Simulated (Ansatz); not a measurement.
# TaCuN2, relaxed

The start is TaCuN2, a database structure at a slightly changed volume. Where does it settle when we relax cell and atoms, and what is it like there?

All numbers below are computed with Ansatz 0.2.0 (DFT, r2SCAN, no spin polarisation, plane waves, PAW).

## Step 1: The structure

Symmetry: R-3m, No. 166, trigonal system. The conventional cell has a = 3.131 Å, b = 3.131 Å, c = 17.412 Å, α = 90.00°, β = 90.00°, γ = 120.00°. Ta (site symmetry -3m) is surrounded by 6 N at 1.99 Å. Cu (site symmetry -3m) is surrounded by 2 N at 2.07 Å. N (site symmetry 3m) has 3 Ta at 1.99 Å and 1 Cu at 2.07 Å as nearest neighbours.

Its coordinates follow in the input file.

The first density is read from a saved solution for the starting cell.

## Step 2: The walk to rest

input.yaml

```yaml
crystal:
  lattice:
    - [1.56567694, 0.90394877, 5.80405827]
    - [-1.56567694, 0.90394877, 5.80405827]
    - [0.0, -1.80788756, 5.80405827]
  atoms:
    - { symbol: Ta, position: [0.5, 0.5, 0.5] }
    - { symbol: Cu, position: [0.0, 0.0, 0.0] }
    - { symbol: "N", position: [0.119, 0.119, 0.119] }
    - { symbol: "N", position: [0.881, 0.881, 0.881] }
  symmetry: { tolerance: 0.0003 }
kpoints:
  mp_grid: { grid: [7, 7, 7], shift: [0, 0, 0] }
magnetization:
  spin_polarized: false
scf:
  occupations: { method: fermi_dirac, width: 0.0413 }
  lower_state_search: "off"
hamiltonian:
  pseudopotentials: { kind: paw }
  xc: r2scan
basis:
  ecutwfc: 500
  fft_grid_basis: typed
relax:
  max_steps: 80
  cell: { p_target: 0.0 }
output:
  forces: true
  stress: true
  eigenvalues: true
  bader: true
  populations: true
  elf: true
  write_potential: true
  volumetric_format: npy
  dos:
    e_range: [-12, 8]
    de: 0.05
    projected: { site_lists: { Cu: [Cu], "N": ["N"], Ta: [Ta] } }
  write_density: true
checkpoint:
  read: saved_state
```

Command:

```
> ansatz run input.yaml --threads 2 --pin off --max-ram 3584MiB --backend cpu --events-out ev --progress --plain --runs-dir out
```

The program printed (excerpt; [...] marks lines left out):

```text
Warning: crystal.lattice misses the space group found at crystal.symmetry.tolerance 3.0e-4 in a digit that the deck types, which is why this is a warning: making the lattice exact moves one of its numbers by a whole unit of that number's last typed decimal, or more. The operation that it [...]
Warning: RAYON_NUM_THREADS=2 ignored (pool sized by the plan → 2); use --threads N
[...]
Pseudopotentials: kind: paw
Pseudopotential: Ta, paw, valence charge 13, recommended cutoff 500 eV (meta_gga), Ta.paw.azcp
Pseudopotential: Cu, paw, valence charge 19, recommended cutoff 500 eV (meta_gga), Cu.paw.azcp
Pseudopotential: N, paw, valence charge 5, recommended cutoff 500 eV (meta_gga), N.paw.azcp
Functional definition: r2SCAN
[...]
Crystal: 4 atoms, lattice volume = 49.286 Å³
Basis set: ecut = 500 eV, 1233 PW (Γ), exchange–correlation on 180×180×180 points (64 copies of the dense FFT grid, shifted against one another)
Bands: 26, of which v1, the nominal top of the filled ones, is band 21 counted from 1 (20 counted from 0)
Symmetry: 12 space group operations
Space group: R-3m (ITA 166), of the structure as read, at distance tolerance 1.1e-3 Å
k-points: 44 of 343
[...]
SCF iter   1: F=-17346.406997 eV  HF=-17346.396422 eV  |F-HF|=1.06e-2  |Δ(HF+E_count)|=         —  Δρ=1.31e-3  dr2=3.24e-4  dr2_τ=2.96e-3  ethr=1.23e-6  ⟨swp⟩=3.0  Hψ=7459  notcnv=0
[...]
relax step   1: F+E_penalty+E_count = -17346.40740902 eV  Δ(F+E_penalty+E_count) = +0.000e0 eV  max|allowed force component| = 6.806e0 eV/Å  Δτ_max = 0.0000 Å  P = +22.172 GPa  Ω = 49.286 Å³  (7 SCF iters, dr2 threshold 1.00e-7 eV, accepted)
[...]
relax step   2: F+E_penalty+E_count = -17347.84686783 eV  Δ(F+E_penalty+E_count) = -1.439e0 eV  max|allowed force component| = 7.573e-1 eV/Å  Δτ_max = 0.1975 Å  P = -5.583 GPa  Ω = 51.090 Å³  energy of the carried Pulay correction = -9.573e-4 eV  (8 SCF iters, dr2 threshold 4.00e-7 eV, accepted)
[...]
SCF iter   8: F=-17347.983228 eV  HF=-17347.983228 eV  |F-HF|=1.29e-7  |Δ(HF+E_count)|=   2.70e-7  Δρ=2.58e-5  dr2=2.16e-7  dr2_τ=8.25e-9  ethr=9.52e-10  ⟨swp⟩=10.3  Hψ=8227  notcnv=0
```

## Step 3: The output, continued

Output, continued:

```text
SCF 3 converged in 8 iterations: F = -17347.983228 eV  dr2 = 2.16e-7
relax step   3: F+E_penalty+E_count = -17347.98322758 eV  Δ(F+E_penalty+E_count) = -1.364e-1 eV  max|allowed force component| = 3.345e-2 eV/Å  Δτ_max = 0.0257 Å  P = -0.232 GPa  Ω = 49.549 Å³  energy of the carried Pulay correction = -1.415e-4 eV  (8 SCF iters, dr2 threshold 4.00e-7 eV, accepted)
Crystal: 4 atoms, lattice volume = 49.433 Å³
Basis set: ecut = 500 eV, 1257 PW (Γ), exchange–correlation on 180×180×180 points (64 copies of the dense FFT grid, shifted against one another)
iter 1 solved again at ethr=8.29e-7 eV; its pass at ethr=3.10e-3 eV (dr2=3.48e-4 eV) is discarded
SCF iter   1: F=-17347.983631 eV  HF=-17347.983106 eV  |F-HF|=5.25e-4  |Δ(HF+E_count)|=         —  Δρ=8.11e-4  dr2=3.88e-4  dr2_τ=1.10e-3  ethr=8.29e-7  ⟨swp⟩=2.4  Hψ=6308  notcnv=0
preconditioner: auto → none  [insulator: Δε(μ)=0.842 eV  Ē_g=9.037 eV  σ=0.041 eV  W_gap=1.00  n_scr=16 (ndim 8)  ℏωp=26.9 eV  f_vac=0.002  D(μ)=0.00/eV (n_scr^D=0)  ε∞_Penn≈9.9]
SCF iter   2: F=-17347.982764 eV  HF=-17347.984186 eV  |F-HF|=1.42e-3  |Δ(HF+E_count)|=   1.08e-3  Δρ=1.73e-3  dr2=1.42e-3  dr2_τ=3.74e-5  ethr=8.29e-7  ⟨swp⟩=2.0  Hψ=2070  notcnv=0  recentre
SCF iter   3: F=-17347.983942 eV  HF=-17347.983956 eV  |F-HF|=1.48e-5  |Δ(HF+E_count)|=   2.29e-4  Δρ=3.81e-4  dr2=5.11e-5  dr2_τ=2.77e-6  ethr=8.29e-7  ⟨swp⟩=2.0  Hψ=1626  notcnv=0
SCF iter   4: F=-17347.983958 eV  HF=-17347.983965 eV  |F-HF|=6.63e-6  |Δ(HF+E_count)|=   8.47e-6  Δρ=1.96e-4  dr2=1.49e-5  dr2_τ=3.26e-6  ethr=1.22e-7  ⟨swp⟩=2.0  Hψ=1665  notcnv=0
SCF iter   5: F=-17347.983964 eV  HF=-17347.983965 eV  |F-HF|=1.24e-6  |Δ(HF+E_count)|=   3.21e-7  Δρ=8.21e-5  dr2=2.18e-6  dr2_τ=1.64e-7  ethr=3.54e-8  ⟨swp⟩=2.1  Hψ=1616  notcnv=0
SCF iter   6: F=-17347.983965 eV  HF=-17347.983965 eV  |F-HF|=5.30e-8  |Δ(HF+E_count)|=   2.99e-8  Δρ=2.85e-5  dr2=2.58e-7  dr2_τ=3.29e-8  ethr=9.52e-10  ⟨swp⟩=7.4  Hψ=7921  notcnv=0
SCF 4 converged in 6 iterations: F = -17347.983965 eV  dr2 = 2.58e-7
relax step   4: F+E_penalty+E_count = -17347.98396506 eV  Δ(F+E_penalty+E_count) = -7.375e-4 eV  max|allowed force component| = 2.100e-2 eV/Å  Δτ_max = 0.0023 Å  P = +0.085 GPa  Ω = 49.433 Å³  energy of the carried Pulay correction = -7.889e-5 eV  (6 SCF iters, dr2 threshold 4.00e-7 eV, accepted)
Crystal: 4 atoms, lattice volume = 49.467 Å³
iter 1 solved again at ethr=1.20e-7 eV; its pass at ethr=3.10e-3 eV (dr2=5.02e-5 eV) is discarded
SCF iter   1: F=-17347.984037 eV  HF=-17347.984016 eV  |F-HF|=2.15e-5  |Δ(HF+E_count)|=         —  Δρ=3.41e-4  dr2=5.06e-5  dr2_τ=1.60e-4  ethr=1.20e-7  ⟨swp⟩=2.2  Hψ=6092  notcnv=0
preconditioner: auto → none  [insulator: Δε(μ)=0.861 eV  Ē_g=9.043 eV  σ=0.041 eV  W_gap=1.00  n_scr=16 (ndim 8)  ℏωp=26.9 eV  f_vac=0.002  D(μ)=0.00/eV (n_scr^D=0)  ε∞_Penn≈9.9]
SCF iter   2: F=-17347.983886 eV  HF=-17347.984115 eV  |F-HF|=2.29e-4  |Δ(HF+E_count)|=   9.93e-5  Δρ=7.07e-4  dr2=2.14e-4  dr2_τ=3.45e-6  ethr=1.20e-7  ⟨swp⟩=2.0  Hψ=2068  notcnv=0  recentre
SCF iter   3: F=-17347.984080 eV  HF=-17347.984080 eV  |F-HF|=4.21e-8  |Δ(HF+E_count)|=   3.57e-5  Δρ=9.65e-5  dr2=2.79e-6  dr2_τ=2.02e-7  ethr=1.20e-7  ⟨swp⟩=2.0  Hψ=1623  notcnv=0
SCF iter   4: F=-17347.984080 eV  HF=-17347.984080 eV  |F-HF|=8.65e-8  |Δ(HF+E_count)|=   3.47e-7  Δρ=5.25e-5  dr2=6.98e-7  dr2_τ=7.63e-8  ethr=6.65e-9  ⟨swp⟩=2.2  Hψ=1622  notcnv=0
SCF iter   5: F=-17347.984080 eV  HF=-17347.984080 eV  |F-HF|=1.57e-8  |Δ(HF+E_count)|=   2.79e-7  Δρ=9.87e-6  dr2=4.07e-8  dr2_τ=4.40e-9  ethr=3.82e-10  ⟨swp⟩=7.1  Hψ=7701  notcnv=0
SCF 5 converged in 5 iterations: F = -17347.984080 eV  dr2 = 4.07e-8
relax step   5: F+E_penalty+E_count = -17347.98408020 eV  Δ(F+E_penalty+E_count) = -1.151e-4 eV  max|allowed force component| = 7.694e-3 eV/Å  Δτ_max = 0.0016 Å  P = +0.036 GPa  Ω = 49.467 Å³  energy of the carried Pulay correction = -9.717e-5 eV  (5 SCF iters, dr2 threshold 1.60e-7 eV, accepted)
Initial wavefunctions: pseudopotential atomic-orbital guess (no wavefunctions were taken with the density)
iter 1 solved again at ethr=8.58e-8 eV; its pass at ethr=3.10e-3 eV (dr2=3.60e-5 eV) is discarded
SCF iter   1: F=-17347.984223 eV  HF=-17347.984198 eV  |F-HF|=2.41e-5  |Δ(HF+E_count)|=         —  Δρ=8.59e-5  dr2=1.15e-7  dr2_τ=4.51e-8  ethr=8.58e-8  ⟨swp⟩=3.5  Hψ=8145  notcnv=0
preconditioner: auto → none  [insulator: Δε(μ)=0.858 eV  Ē_g=9.040 eV  σ=0.041 eV  W_gap=1.00  n_scr=16 (ndim 8)  ℏωp=26.9 eV  f_vac=0.002  D(μ)=0.00/eV (n_scr^D=0)  ε∞_Penn≈9.9]
SCF iter   2: F=-17347.984172 eV  HF=-17347.984166 eV  |F-HF|=5.91e-6  |Δ(HF+E_count)|=   3.23e-5  Δρ=4.50e-5  dr2=7.90e-8  dr2_τ=3.54e-7  ethr=2.73e-10  ⟨swp⟩=2.3  Hψ=1840  notcnv=0
SCF iter   3: F=-17347.984172 eV  HF=-17347.984171 eV  |F-HF|=8.81e-7  |Δ(HF+E_count)|=   4.88e-6  Δρ=3.04e-5  dr2=2.41e-7  dr2_τ=6.88e-8  ethr=1.88e-10  ⟨swp⟩=2.0  Hψ=2068  notcnv=0  recentre
SCF iter   4: F=-17347.984172 eV  HF=-17347.984172 eV  |F-HF|=1.32e-7  |Δ(HF+E_count)|=   9.97e-7  Δρ=6.43e-6  dr2=4.34e-9  dr2_τ=7.34e-9  ethr=1.88e-10  ⟨swp⟩=2.0  Hψ=1649  notcnv=0
SCF iter   5: F=-17347.984172 eV  HF=-17347.984172 eV  |F-HF|=2.76e-8  |Δ(HF+E_count)|=   1.08e-7  Δρ=2.78e-6  dr2=4.20e-10  dr2_τ=1.35e-9  ethr=1.03e-11  ⟨swp⟩=2.0  Hψ=1647  notcnv=0
SCF iter   6: F=-17347.984172 eV  HF=-17347.984172 eV  |F-HF|=1.53e-9  |Δ(HF+E_count)|=   2.66e-8  Δρ=7.31e-7  dr2=7.10e-11  dr2_τ=7.03e-11  ethr=1.00e-12  ⟨swp⟩=2.0  Hψ=1716  notcnv=0
SCF iter   7: F=-17347.984172 eV  HF=-17347.984172 eV  |F-HF|=9.09e-11  |Δ(HF+E_count)|=   1.49e-9  Δρ=2.25e-7  dr2=9.67e-12  dr2_τ=3.20e-12  ethr=1.00e-12  ⟨swp⟩=6.3  Hψ=5256  notcnv=0
SCF 6 converged in 7 iterations: F = -17347.984172 eV  dr2 = 9.67e-12
relax step   6: F+E_penalty+E_count = -17347.98417217 eV  Δ(F+E_penalty+E_count) = -9.197e-5 eV  max|allowed force component| = 7.611e-3 eV/Å  Δτ_max = 0.0000 Å  P = +0.031 GPa  Ω = 49.467 Å³  stress off target by 3.55e-2 GPa  SCF on the basis re-selected at this cell (its energy is not comparable with the rows above)  (7 SCF iters)
basis re-selected at this cell: Δ(F+E_penalty+E_count) = -9.197e-5 eV, ΔP = -0.005 GPa vs the last step (what re-selecting the basis moved, of the pressure what is left beyond the Pulay correction that the steps carried, after the strain that the cell walked since its last selection, with what the two solves' SCF thresholds leave and, on support functions, any second-order correction that the steps lacked; it is no measure of the basis error at this ecutwfc). This SCF's stress stands 3.55e-2 GPa from its target on what of the cell is left free (relax.cell.stress_tol is 5.00e-2 GPa) and its largest allowed force component is 7.61e-3 eV/Å (relax.f_tol is 1.00e-2 eV/Å): within both
SCF converged after 7 iterations
Free energy (F): -17347.984172 eV
Harris-Foulkes:  -17347.984172 eV  (|F-HF|=9.09e-11)
Internal energy: -17347.984171 eV  (E = F + TS)
E sigma→0 (E₀):  -17347.984172 eV
Entropy (-TS):   -0.000001 eV (-0.000 meV/atom)
Fermi energy:    13.218644 eV
--- Per-component energies (eV) ---
  E_band       = -614.475154
  E_kinetic    = 927.557409
  E_local      = -6088.826416  (includes V_loc(G=0)·N_el)
  E_nonlocal   = 503.287400
  E_hartree    = 2591.568257
  E_xc         = -406.535269
  E_vxc        = -513.501299  (∫ρ·V_xc dr)
  E_paw        = -10361.358252  (= ΣΔE_a)
  E_vpaw       = -655.442364  (= ΣTr[D̂ρ^β])
  E_aug_tail   = 0.000287  (compensation charges beyond the density's cutoff)
  E_vtau       = 29.313130  (kinetic-family band-sum trace: ∫τ·v_τ [+ j·A + Jᵃ·Aᵃ] dr)
  E_ewald      = -4512.561071
  E_core_change = -1.116517  (= ΣΔE_core)
  E_smearing   = -0.000001  (= −TS)
  E_closure    = 0.000000  (closes the sum)
  Σ components = -17347.984172   (vs F -17347.984172, Δ=0.00e0)
--- Forces (eV/Å), atoms counted from 1 ---
  atom   1  Ta    -0.00000000     0.00000000    -0.00000000
  atom   2  Cu     0.00000000     0.00000000    -0.00000000
  atom   3  N      0.00000000    -0.00000000    -0.00761070
  atom   4  N     -0.00000000     0.00000000     0.00761070
  max |Σ_I F_I| component: 1.85e-17 eV/Å
--- Stress (GPa, compression-positive) ---
        0.035536       0.000000       0.000000
        0.000000       0.035536      -0.000000
        0.000000      -0.000000       0.020675
  P = ⅓ Tr σ = 0.0306 GPa (0.306 kbar)
--- Band table (eV; the first three rows and the last of 44) ---
  k-point 0: bands = ["-102.7564", "-58.7815", "-58.5008", "-58.5008", "-57.9180", "-23.8268", "-23.4930", "-23.4930", "-4.3768", "-1.6262", "5.0240", "7.1311", "7.1311", "9.5071", "10.2853", "10.9123", "10.9123", "11.0846", "11.0846", "11.7220", "11.7220", "14.3190", "14.3190", "14.7516", "17.5966", "20.9714"]
  k-point 1: bands = ["-102.7563", "-58.7814", "-58.5018", "-58.5011", "-57.9113", "-23.8040", "-23.6175", "-23.5192", "-3.9991", "-1.8433", "5.4015", "6.9018", "7.3937", "9.3891", "10.3678", "10.7269", "10.7657", "11.0184", "11.0190", "11.3540", "11.4008", "14.5767", "14.9775", "15.1521", "17.9010", "19.7569"]
  k-point 2: bands = ["-102.7562", "-58.7812", "-58.5042", "-58.5017", "-57.8962", "-23.8895", "-23.7504", "-23.5776", "-3.1719", "-2.2280", "6.2354", "6.8294", "7.9023", "8.1222", "9.9819", "10.0228", "10.4848", "11.1564", "11.2103", "11.6315", "11.9405", "14.4676", "15.7133", "16.2097", "17.7885", "19.7059"]
  k-point 43: bands = ["-102.7563", "-58.7814", "-58.5018", "-58.5011", "-57.9113", "-23.8044", "-23.6175", "-23.5192", "-3.8085", "-2.1885", "6.5306", "6.6944", "7.5424", "9.2394", "9.4306", "9.8908", "9.9455", "10.8861", "11.0080", "11.9675", "12.2944", "14.3635", "15.1700", "16.3784", "17.7024", "20.1346"]
--- Relaxed structure (5 steps of the walk, 5 accepted, 1 SCFs on fresh bases) ---
  F+E_penalty+E_count = -17347.98417217 eV   max|allowed force component| = 7.611e-3 eV/Å   (the final SCF, on the basis selected at the relaxed cell)
  cell:  # Å, volume = 49.4665 Å³
    - [1.5697530749121382, 0.9062990211162667, 5.795061837877459]
    - [-1.5697530749121382, 0.9062990211162667, 5.795061837877459]
    - [2.261032078802828e-19, -1.8125930599689175, 5.7950626170602]
  atoms:
    - { symbol: Ta, position: [0.49999999999999994, 0.49999999999999994, 0.49999999999999994] }
    - { symbol: Cu, position: [1.151487597384299e-33, -3.154478946330832e-33, -1.5696546300539003e-33] }
    - { symbol: N, position: [0.10614530564993764, 0.10614530564993765, 0.10614530564993765] }
    - { symbol: N, position: [0.8938546943500624, 0.8938546943500624, 0.8938546943500625] }
--- Löwdin populations: 4 sites ---
  site symbol       q [e]
     0     Ta     11.5953
     1     Cu     18.3802
     2      N      5.9303
     3      N      5.9303
  spilling = 0.003904 (of n_electrons = 42.000000)
--- Bader charges: 4 sites ---
  site symbol  charge [e]  shift [e]
     0     Ta      2.6594     0.0026
     1     Cu      0.5721     0.0065
     2      N     -1.6158     0.0045
     3      N     -1.6157     0.0045
  estimated error of the sums over rays = 4.3e-4 e
```

Wall time 60 s (2 threads of an Arm CPU, shared host); peak memory 0.84 GiB.

Step by step:

| step | energy from step 1 (eV/cell) | largest force component (eV/Å) | pressure (GPa) | volume (Å³) |
| --- | --- | --- | --- | --- |
| 1 | 0.0000 | 6.8058 | 22.17 | 49.29 |
| 2 | -1.4395 | 0.7573 | -5.58 | 51.09 |
| 3 | -1.5758 | 0.0335 | -0.23 | 49.55 |
| 4 | -1.5766 | 0.0210 | 0.08 | 49.43 |
| 5 | -1.5767 | 0.0077 | 0.04 | 49.47 |
| 6 | -1.5768 | 0.0076 | 0.03 | 49.47 |

Step 1 is the start. Step 6 repeats the geometry before on a plane-wave basis chosen anew for that cell, so the energy can jump there without any move; the table keeps such jumps.

| input's cell | before | after | change |
| --- | --- | --- | --- |
| a (Å) | 6.079 | 6.072 | -0.1 % |
| b (Å) | 6.079 | 6.072 | -0.1 % |
| c (Å) | 6.079 | 6.072 | -0.1 % |
| α (°) | 29.85 | 29.97 | +0.12° |
| β (°) | 29.85 | 29.97 | +0.12° |
| γ (°) | 29.85 | 29.97 | +0.12° |
| volume (Å³/atom) | 12.32 | 12.37 | +0.4 % |

The largest move, 0.22 Å, apart from the change of the cell, is shared by several atoms, N4 among them.

## Step 4: States by energy

Counts of states in windows (eV from the Fermi level; tetrahedra), total and projected:

| from | to | total | Cu d | N p | Ta d |
| --- | --- | --- | --- | --- | --- |
| -4.5 | -4.0 | 0.72 | 0.15 | 0.43 | 0.08 |
| -4.0 | -3.5 | 1.94 | 0.64 | 1.03 | 0.16 |
| -3.5 | -3.0 | 1.44 | 0.57 | 0.70 | 0.09 |
| -3.0 | -2.5 | 1.60 | 1.12 | 0.34 | 0.06 |
| -2.5 | -2.0 | 2.65 | 2.35 | 0.17 | 0.06 |
| -2.0 | -1.5 | 3.24 | 2.51 | 0.46 | 0.16 |
| -1.5 | -1.0 | 1.96 | 1.07 | 0.65 | 0.13 |
| -1.0 | -0.5 | 0.87 | 0.49 | 0.23 | 0.04 |
| -0.5 | 0.0 | 0.00 | 0.00 | 0.00 | 0.00 |
| 0.0 | 0.5 | 0.00 | 0.00 | 0.00 | 0.00 |
| 0.5 | 1.0 | 0.27 | 0.01 | 0.05 | 0.15 |
| 1.0 | 1.5 | 1.52 | 0.06 | 0.25 | 0.99 |
| 1.5 | 2.0 | 0.51 | 0.01 | 0.08 | 0.35 |
| 2.0 | 2.5 | 0.59 | 0.01 | 0.10 | 0.38 |
| 2.5 | 3.0 | 1.09 | 0.02 | 0.20 | 0.66 |

On the mesh the valence top lies at -0.42 eV and the conduction bottom at 0.44 eV on this scale.

## Step 5: Charges

By element, from the tables in the log (a charge is positive for electrons lost): Löwdin charges also hold the electrons that the projection spills.

| element | atoms | Bader charge (e) | Bader volume (Å³) | Löwdin charge (e) |
| --- | --- | --- | --- | --- |
| Ta | 1 | +2.66 | 9.8 | +1.41 |
| Cu | 1 | +0.57 | 14.9 | +0.62 |
| N | 2 | -1.62 | 12.4 | -0.93 |

The Löwdin projection spills 0.4 % of the electrons and depends on the orbitals chosen; where it disagrees with Bader's partition, neither is an observable.

## Step 6: Real-space fields

Maps in the plane spanned by b and c at height 0.500 along a (axes of the input's cell), one cell: b runs left to right (18 points from zero), c bottom to top (18 points), 30° apart. Near the nuclei they are pseudo-fields.

Valence density. Ten steps from '0' (0.06 e/Å³) to '9' (4.54 e/Å³), finer at the low end (step k begins (100^(k/10) - 1)/99 of the way up):
```
333432100000001344
433443210001100134
344454320000110013
234567531000011001
123478874100001100
012358998410000110
001237999852000010
000014899985100000
000001489998410000
000000158999841000
001000025899973210
001100001489985321
100110000147887432
210011000013576543
331001100002345444
443100110001234433
344310000000123433
334321000000012343
```

ELF. Ten even steps from '0' (0.01) to '9' (0.74):
```
423554100111112687
731123210011111368
751121111001111136
552256310001111112
243169961000111111
012139999201111111
101116968920101111
100101981592000011
110000295059200001
111000029518910100
111110102986961110
011111110299993121
211111100016996134
521111110001365225
763111110011112115
786311111001232113
478621111100145532
247752011111025774
```

Atoms within 0.2 Å of the plane, in fractions of b and c: Ta at (0.50, 0.50).

At the density minimum on some short contacts:

| contact | length (Å) | minimum at (fraction) | density (e/Å³) | ELF |
| --- | --- | --- | --- | --- |
| Ta1–N3 | 2.096 | 0.53 | 0.745 | 0.32 |

```
fraction  Ta1–N3
     0.2    4.57
     0.3    3.26
     0.4    1.49
     0.5   0.759
     0.6   0.927
     0.7    1.65
     0.8    2.93
```

(Smooth valence density in e/Å³ at fractions of each contact.)

## Step 7: Outcome

| quantity | value |
| --- | --- |
| moves | 4 |
| energy gained | 394.2 meV/atom |
| largest move | 0.22 Å (N) |
| space group (0.01 Å), before / after | R-3m / R-3m |
| cell | a = 6.072 Å, b = 6.072 Å, c = 6.072 Å, α = 29.97°, β = 29.97°, γ = 29.97° |
| volume | 12.37 Å³/atom (+0.4 %) |
| pressure at the end | 0.03 GPa |
| formation energy (elements from separate runs) | -0.70 eV/atom |
| gap (mesh) | 0.86 eV, indirect |
| least direct gap | 1.19 eV |
| Bader charges | Ta +2.66, Cu +0.57, N -1.62 e |

The volume grew by 0.4 %, and the largest move of an atom is 0.22 Å apart from the change of the cell; the energy fell by 394.2 meV per atom. The run held to 12 symmetry operations, so a lower structure without them is not ruled out. There is a gap of 0.86 eV, with the least direct gap at 1.19 eV; within 0.7 eV of the edges the states project mainly on Cu d (57 %) and N p (26 %) below and Ta d (61 %) and N p (18 %) above. The run has no spin-orbit coupling, which matters for the gap with elements this heavy. Ta loses most charge (+2.66 e on average) and N gains most (-1.62 e). Set against separate runs on the elements (Ta bcc, Cu fcc, N2 molecule), it forms at -0.70 eV per atom, so it is bound against them, though other compounds may compete.
